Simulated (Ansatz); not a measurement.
MgS, space group Fm-3m, a Berry-phase polarisation

Program: Ansatz's Python interface.

Run as a notebook:

```python
import warnings

import ansatz as az
import numpy as np
```

```python
warnings.simplefilter("ignore", az.DeckWarning)

vectors = np.array([
    [0.0, 2.60165, 2.60165],
    [2.60165, 0.0, 2.60165],
    [2.60165, 2.60165, 0.0],
])
crystal = (
    az.Lattice.of(vectors)
    .atom("Mg", (0.0, 0.0, 0.0))
    .atom("S", (0.5, 0.5, 0.5))
)
```

```python
[site.symbol for site in crystal.resolved().sites]
```

    ['Mg', 'S']

```python
def berry(structure):
    return (
        structure.calculation()
        .kpoints(6, center="gamma")
        .occupations("fixed")  # no smearing
        .polarization()
        .run()
        .polarization()
    )
```

```python
vectors = np.array(crystal.lattice.vectors)
shifted = crystal.move(0, to=np.array(crystal.sites[0].position) + 0.01 * np.linalg.inv(vectors)[0])
before, after = berry(crystal), berry(shifted)
for label, p in (("as typed", before), ("shifted", after)):
    print(label, "reduced polarisation:", [round(axis.reduced, 4) for axis in p.axes], "modulo", p.modulus)
# take the change on the nearest branch, then turn it into a dipole per cell
change = np.array([b.reduced - a.reduced for a, b in zip(before.axes, after.axes)])
change -= before.modulus * np.round(change / before.modulus)
dipole = change @ vectors
print("dipole change (e A):", np.round(dipole, 4) + 0.0)
print("column of the Born charge of", crystal.sites[0].symbol, "for a shift along x:", np.round(dipole / 0.01, 2) + 0.0)
```

    as typed reduced polarisation: [3.0, 3.0, 3.0] modulo 2
    shifted reduced polarisation: [2.9955, 3.0045, 3.0045] modulo 2
    dipole change (e A): [0.0233 0.     0.    ]
    column of the Born charge of Mg for a shift along x: [2.33 0.   0.  ]

No functional is typed, so the default, PBE, holds. The starting cell is as deposited in a crystallographic database; the results hold for this polymorph, which needn't be the stable one. Polarisation is defined up to a quantum, so only the change along a continuous path has meaning. Run time: 3.9 s on 1 thread of Arm Neoverse V2 (shared host), peak memory 0.35 GiB.
